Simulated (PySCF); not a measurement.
# Co⁸⁺, Ni⁹⁺: ionisation energies with spin-orbit coupling

Wanted: the ionisation energy of these ions, up a ladder of methods.

Program: PySCF 2.14.0. Level of theory: two-component X2C-1e, generalised determinants. These are calculated values, not measurements, unless marked.

**1. Starting point**

| Property | Result |
| --- | --- |
| Elements | cobalt (Z = 27), nickel (Z = 28) |
| Basis | one for each species, given in its step |
| Hamiltonian | two-component X2C-1e, Gaussian nucleus, no Breit or QED terms; spin-orbit coupling, run by run: off; screened by Boettger's factors |
| Core shells frozen in the correlated runs | [Ne] (for Co⁸⁺) |
| State 1 | Co⁸⁺: [Ar] 3d1; 3d3/2 filled at m_j = +3/2 |
| State 2 | Ni⁹⁺: [Ar] 3d1; 3d3/2 filled at m_j = +3/2 |
| Needed too, but not shown | Co⁹⁺ [Ar] (1S), Ni¹⁰⁺ [Ar] (1S) |
| Methods | GHF, GMP2 |

Outer shells as boxes (Hund's rule):

Co8+ [Ar] 3d1
```
[Ar] core
3d [↑ ][  ][  ][  ][  ]
```

Ni9+ [Ar] 3d1
```
[Ar] core
3d [↑ ][  ][  ][  ][  ]
```

All steps ran in one process of a driver on top of PySCF, which takes the settings above as its task.

The integrals over 121 functions and the set-up took 0.71 s of CPU time.

**2. Co⁸⁺: the ladder of methods**

Basis: an even-tempered Gaussian basis (17 s from 0.43 bohr⁻², ratio 2.8; 12 p from 0.56 bohr⁻², ratio 2.8; 8 d from 0.56 bohr⁻², ratio 2.8; 4 f from 1.6 bohr⁻², ratio 3).

GHF (spin-free):

Log:

```text
cycle= 1 E= -1370.9171885031  delta_E= -1.37e+03  |FDS-SDF|= 0.0503
cycle= 2 E= -1370.9309875918  delta_E= -0.0138  |FDS-SDF|= 0.00899
cycle= 3 E= -1370.9315933990  delta_E= -0.000606  |FDS-SDF|= 0.00174
cycle= 4 E= -1370.9316088116  delta_E= -1.54e-05  |FDS-SDF|= 0.000336
cycle= 5 E= -1370.9316108780  delta_E= -2.07e-06  |FDS-SDF|= 0.000204
cycle= 6 E= -1370.9316124887  delta_E= -1.61e-06  |FDS-SDF|= 0.000199
cycle= 7 E= -1370.9316150041  delta_E= -2.52e-06  |FDS-SDF|= 0.000198
cycle= 8 E= -1370.9316567219  delta_E= -4.17e-05  |FDS-SDF|= 0.000194
cycle= 9 E= -1370.9317321455  delta_E= -7.54e-05  |FDS-SDF|= 0.000287
cycle= 10 E= -1370.9318602985  delta_E= -0.000128  |FDS-SDF|= 0.00283
cycle= 11 E= -1370.9318410759  delta_E= 1.92e-05  |FDS-SDF|= 0.00437
cycle= 12 E= -1370.9304834887  delta_E= 0.00136  |FDS-SDF|= 0.0183
cycle= 13 E= -1370.9308228964  delta_E= -0.000339  |FDS-SDF|= 0.0161
cycle= 14 E= -1370.9314411254  delta_E= -0.000618  |FDS-SDF|= 0.0108
cycle= 15 E= -1370.9315918919  delta_E= -0.000151  |FDS-SDF|= 0.009
cycle= 16 E= -1370.9318216976  delta_E= -0.00023  |FDS-SDF|= 0.00555
cycle= 17 E= -1370.9319594155  delta_E= -0.000138  |FDS-SDF|= 0.000307
cycle= 18 E= -1370.9319602659  delta_E= -8.5e-07  |FDS-SDF|= 0.00015
cycle= 19 E= -1370.9319603659  delta_E= -1e-07  |FDS-SDF|= 2.33e-06
cycle= 20 E= -1370.9319603664  delta_E= -4.63e-10  |FDS-SDF|= 9.81e-08
```

CPU time 20 s on a shared host, the integrals not counted.

Occupied spinors (without spin-orbit coupling the j labels only name the start):

```csv
spinor shell,electrons,mean energy (eV),weight of the nominal j,rms radius (bohr)
1s1/2,2,-7963.2,1.000,0.0649
2s1/2,2,-1156.1,1.000,0.275
2p1/2,2,-1014.0,0.987,0.248
2p3/2,4,-1013.1,0.994,0.248
3s1/2,2,-292.94,1.000,0.769
3p1/2,2,-247.29,0.988,0.788
3p3/2,4,-245.45,0.994,0.789
3d3/2,1,-186.60,0.896,0.784
```

M_J = 3/2, ⟨J²⟩ = 4.271, ⟨L²⟩ = 6.005, ⟨S²⟩ = 0.751.

GMP2 (spin-free):

The driver printed no log here.

CPU time 2.1 s on a shared host, the integrals not counted.

With 9 electrons correlated and 70 very high virtual spinors dropped, the MP2 correlation energy is -0.30508 hartree. Largest pairs: 3p3/2-3p3/2 -0.0966, 3p1/2-3p3/2 -0.0770, 3d3/2-3p3/2 -0.0335, 3p3/2-3s1/2 -0.0310, 3p1/2-3p1/2 -0.0187.

GHF (screened spin-orbit):

Log:

```text
cycle= 1 E= -1370.9509682920  delta_E= -1.37e+03  |FDS-SDF|= 0.0513
cycle= 2 E= -1370.9649247092  delta_E= -0.014  |FDS-SDF|= 0.00902
cycle= 3 E= -1370.9655380068  delta_E= -0.000613  |FDS-SDF|= 0.00174
cycle= 4 E= -1370.9655537102  delta_E= -1.57e-05  |FDS-SDF|= 0.000337
cycle= 5 E= -1370.9655556949  delta_E= -1.98e-06  |FDS-SDF|= 0.0002
cycle= 6 E= -1370.9655572328  delta_E= -1.54e-06  |FDS-SDF|= 0.000192
cycle= 7 E= -1370.9655608699  delta_E= -3.64e-06  |FDS-SDF|= 0.000186
cycle= 8 E= -1370.9656128191  delta_E= -5.19e-05  |FDS-SDF|= 0.000156
cycle= 9 E= -1370.9656156327  delta_E= -2.81e-06  |FDS-SDF|= 0.000119
cycle= 10 E= -1370.9656186662  delta_E= -3.03e-06  |FDS-SDF|= 1.97e-05
cycle= 11 E= -1370.9656187024  delta_E= -3.62e-08  |FDS-SDF|= 3.44e-06
cycle= 12 E= -1370.9656187025  delta_E= -8.41e-11  |FDS-SDF|= 2.34e-06
```

CPU time 13 s on a shared host, the integrals not counted.

Occupied spinors:

```csv
spinor shell,electrons,mean energy (eV),weight of the nominal j,rms radius (bohr)
1s1/2,2,-7963.1,1.000,0.0649
2s1/2,2,-1156.1,1.000,0.275
2p1/2,2,-1024.2,0.999,0.246
2p3/2,4,-1008.1,1.000,0.249
3s1/2,2,-292.92,1.000,0.769
3p1/2,2,-249.35,0.854,0.784
3p3/2,4,-244.42,0.927,0.791
3d3/2,1,-186.78,0.995,0.783
```

M_J = 3/2, ⟨J²⟩ = 3.777, ⟨L²⟩ = 6.005, ⟨S²⟩ = 0.752. Rows whose weight is well below 1 mix j = l ± 1/2: exchange competes with spin-orbit coupling there.

GMP2 (screened spin-orbit):

This step left no log, only its results.

It used 0.86 s of CPU time after the integrals (shared host).

With 9 electrons correlated and 70 very high virtual spinors dropped, the MP2 correlation energy is -0.30570 hartree. Largest pairs: 3p3/2-3p3/2 -0.0934, 3p1/2-3p3/2 -0.0838, 3d3/2-3p3/2 -0.0373, 3p3/2-3s1/2 -0.0306, 3p1/2-3s1/2 -0.0153.

**3. Ni⁹⁺, method by method**

Basis: an uncontracted even-tempered set (17 s from 0.53 bohr⁻², ratio 2.8; 12 p from 0.69 bohr⁻², ratio 2.8; 8 d from 0.69 bohr⁻², ratio 2.8; 4 f from 2 bohr⁻², ratio 3).

GHF (spin-free):

Log:

```text
cycle= 1 E= -1490.4966097543  delta_E= -1.49e+03  |FDS-SDF|= 0.0536
cycle= 2 E= -1490.5101676260  delta_E= -0.0136  |FDS-SDF|= 0.00894
cycle= 3 E= -1490.5106984905  delta_E= -0.000531  |FDS-SDF|= 0.00162
cycle= 4 E= -1490.5107113253  delta_E= -1.28e-05  |FDS-SDF|= 0.000327
cycle= 5 E= -1490.5107131722  delta_E= -1.85e-06  |FDS-SDF|= 0.0002
cycle= 6 E= -1490.5107146156  delta_E= -1.44e-06  |FDS-SDF|= 0.000195
cycle= 7 E= -1490.5107171007  delta_E= -2.49e-06  |FDS-SDF|= 0.000194
cycle= 8 E= -1490.5107668630  delta_E= -4.98e-05  |FDS-SDF|= 0.000194
cycle= 9 E= -1490.5108150512  delta_E= -4.82e-05  |FDS-SDF|= 0.000241
cycle= 10 E= -1490.5108336445  delta_E= -1.86e-05  |FDS-SDF|= 0.000448
cycle= 11 E= -1490.5104149329  delta_E= 0.000419  |FDS-SDF|= 0.0127
cycle= 12 E= -1490.5102951871  delta_E= 0.00012  |FDS-SDF|= 0.0139
cycle= 13 E= -1490.5102960436  delta_E= -8.56e-07  |FDS-SDF|= 0.0139
cycle= 14 E= -1490.5107316580  delta_E= -0.000436  |FDS-SDF|= 0.00892
cycle= 15 E= -1490.5108891433  delta_E= -0.000157  |FDS-SDF|= 0.00628
cycle= 16 E= -1490.5110487139  delta_E= -0.00016  |FDS-SDF|= 7.6e-05
cycle= 17 E= -1490.5110486212  delta_E= 9.27e-08  |FDS-SDF|= 0.000179
cycle= 18 E= -1490.5110487528  delta_E= -1.32e-07  |FDS-SDF|= 5.21e-06
cycle= 19 E= -1490.5110487529  delta_E= -1.28e-10  |FDS-SDF|= 1.36e-07
```

It used 20 s of CPU time after the integrals (shared host).

Occupied spinors (without spin-orbit coupling the j labels only name the start):

```csv
spinor shell,electrons,mean energy (eV),weight of the nominal j,rms radius (bohr)
1s1/2,2,-8631.4,1.000,0.0624
2s1/2,2,-1284.6,1.000,0.264
2p1/2,2,-1134.1,0.986,0.237
2p3/2,4,-1133.2,0.993,0.237
3s1/2,2,-338.86,1.000,0.728
3p1/2,2,-289.87,0.991,0.742
3p3/2,4,-287.91,0.995,0.743
3d3/2,1,-224.76,0.901,0.727
```

M_J = 3/2, ⟨J²⟩ = 4.247, ⟨L²⟩ = 6.005, ⟨S²⟩ = 0.751.

GMP2 (spin-free):

No log was kept for this step.

It used 2.1 s of CPU time after the integrals (shared host).

With 9 electrons correlated and 76 very high virtual spinors dropped, the MP2 correlation energy is -0.31056 hartree. Largest pairs: 3p3/2-3p3/2 -0.0993, 3p1/2-3p3/2 -0.0789, 3d3/2-3p3/2 -0.0338, 3p3/2-3s1/2 -0.0309, 3p1/2-3p1/2 -0.0190.

GHF (screened spin-orbit):

Log:

```text
cycle= 1 E= -1490.5397652569  delta_E= -1.49e+03  |FDS-SDF|= 0.0549
cycle= 2 E= -1490.5535004670  delta_E= -0.0137  |FDS-SDF|= 0.00897
cycle= 3 E= -1490.5540383181  delta_E= -0.000538  |FDS-SDF|= 0.00161
cycle= 4 E= -1490.5540514237  delta_E= -1.31e-05  |FDS-SDF|= 0.000328
cycle= 5 E= -1490.5540531812  delta_E= -1.76e-06  |FDS-SDF|= 0.000194
cycle= 6 E= -1490.5540545485  delta_E= -1.37e-06  |FDS-SDF|= 0.000187
cycle= 7 E= -1490.5540584776  delta_E= -3.93e-06  |FDS-SDF|= 0.000179
cycle= 8 E= -1490.5540995952  delta_E= -4.11e-05  |FDS-SDF|= 0.000134
cycle= 9 E= -1490.5541003312  delta_E= -7.36e-07  |FDS-SDF|= 9.53e-05
cycle= 10 E= -1490.5541012340  delta_E= -9.03e-07  |FDS-SDF|= 1.41e-05
cycle= 11 E= -1490.5541012395  delta_E= -5.5e-09  |FDS-SDF|= 2.59e-06
cycle= 12 E= -1490.5541012396  delta_E= -3.27e-11  |FDS-SDF|= 6.23e-07
```

It used 13 s of CPU time after the integrals (shared host).

Occupied spinors:

```csv
spinor shell,electrons,mean energy (eV),weight of the nominal j,rms radius (bohr)
1s1/2,2,-8631.2,1.000,0.0624
2s1/2,2,-1284.6,1.000,0.264
2p1/2,2,-1146.2,0.999,0.235
2p3/2,4,-1127.2,1.000,0.238
3s1/2,2,-338.84,1.000,0.728
3p1/2,2,-292.29,0.890,0.738
3p3/2,4,-286.71,0.945,0.745
3d3/2,1,-224.99,0.997,0.726
```

M_J = 3/2, ⟨J²⟩ = 3.767, ⟨L²⟩ = 6.005, ⟨S²⟩ = 0.752. Rows whose weight is well below 1 mix j = l ± 1/2: exchange competes with spin-orbit coupling there.

GMP2 (screened spin-orbit):

The driver printed no log here.

CPU time 0.82 s on a shared host, the integrals not counted.

With 9 electrons correlated and 76 very high virtual spinors dropped, the MP2 correlation energy is -0.31120 hartree. Largest pairs: 3p3/2-3p3/2 -0.0972, 3p1/2-3p3/2 -0.0841, 3d3/2-3p3/2 -0.0372, 3p3/2-3s1/2 -0.0306, 3p1/2-3p1/2 -0.0163.

**4. Differences of total energies**

Ionisation energy: Co⁸⁺ [Ar] 3d1 [3d3/2^1, M_J = 3/2] → Co⁹⁺ [Ar].

```csv
method,value (eV),less the reference (eV)
GHF (spin-free),185.19,-0.95
GMP2 (spin-free),185.54,-0.60
GHF (screened spin-orbit),185.37,-0.77
GMP2 (screened spin-orbit),185.73,-0.41
```

Reference: 186.14 ± 0.25 eV (measured; NIST Atomic Spectra Database, ionization energies).

Ionisation energy: Ni⁹⁺ [Ar] 3d1 [3d3/2^1, M_J = 3/2] → Ni¹⁰⁺ [Ar].

```csv
method,value (eV),less the reference (eV)
GHF (spin-free),223.32,-1.38
GMP2 (spin-free),223.64,-1.06
GHF (screened spin-orbit),223.55,-1.15
GMP2 (screened spin-orbit),223.89,-0.81
```

Reference: 224.7 ± 0.5 eV (semi-empirical (NIST evaluation); NIST Atomic Spectra Database, ionization energies).

The differences also use runs on Co⁹⁺ [Ar] (1S), Ni¹⁰⁺ [Ar] (1S), which are not shown here.

**5. Outcome**

```
               quantity                                                                                  value
ionisation energy, Co⁸⁺  GHF (spin-free) 185.19, GMP2 (screened spin-orbit) 185.73 eV; reference 186.14 ± 0.25
ionisation energy, Ni⁹⁺    GHF (spin-free) 223.32, GMP2 (screened spin-orbit) 223.89 eV; reference 224.7 ± 0.5
```

**Reading.** For the first difference the methods span 0.544 eV, from GHF (spin-free) (185.19) to GMP2 (screened spin-orbit) (185.73). The reference is uncertain or not like for like (spin-orbit coupling or other relativistic terms), so no ranking of close methods is drawn. Spin-orbit coupling moves the first difference by +0.194 eV at GMP2. All values hold for this basis alone; no basis-set limit was taken.
